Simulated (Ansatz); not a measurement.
Mn3Sn:

```xyz
8
Lattice="5.6700 0.0000 0.0000 -2.8350 4.9104 0.0000 0.0000 0.0000 4.5300" Properties=species:S:1:pos:R:3 pbc="T T T"
Sn    2.8350    1.6368    3.3975
Sn    0.0000    3.2736    1.1325
Mn    1.4147    4.0903    3.3975
Mn    4.2497    0.8200    1.1325
Mn    0.0000    1.6401    3.3975
Mn    1.4203    0.8200    1.1325
Mn   -1.4147    4.0903    3.3975
Mn    2.8350    3.2703    1.1325
```

Alike in all runs: program Ansatz 0.2.0; functional PBE; potentials or basis Ansatz PAW; cutoff 420 eV (not typed: the program's choice for these potentials); k mesh 6 × 6 × 6; occupations fermi-dirac, width 0.05 eV.

The same cell was started in several ways:

```csv
start,free energy over the lowest (meV/atom),net moment (μB),site or absolute moments (μB),gap
no spin polarisation,435.4,-,-,none (metal or under the smearing width)
"collinear spin, antiferromagnetic start of up to 4 μB",0.0,0.00,"Sn -0.01, +0.01; Mn +2.97, -2.97",none (metal or under the smearing width)
"collinear spin, ferrimagnetic start of up to 4 μB",0.0,0.00,"Sn -0.01, +0.01; Mn +2.97, -2.97",none (metal or under the smearing width)
"collinear spin, random start of up to 4.43 μB",1.8,5.61,"Sn -0.04, -0.05; Mn +3.16, +2.88, -3.15, +3.03",none (metal or under the smearing width)
"collinear spin, ferromagnetic start of up to 4 μB",9.0,18.85,Sn -0.13; Mn +3.15,none (metal or under the smearing width)
```

The spin-polarised runs without a constraint all converged, yet they end up to 9 meV/atom apart: a converged run can sit in a state that isn't the lowest. Allowing spin polarisation gains 435 meV/atom. A still lower state may exist.

Caveats: the magnetic or orbital state may not be the lowest (some runs).
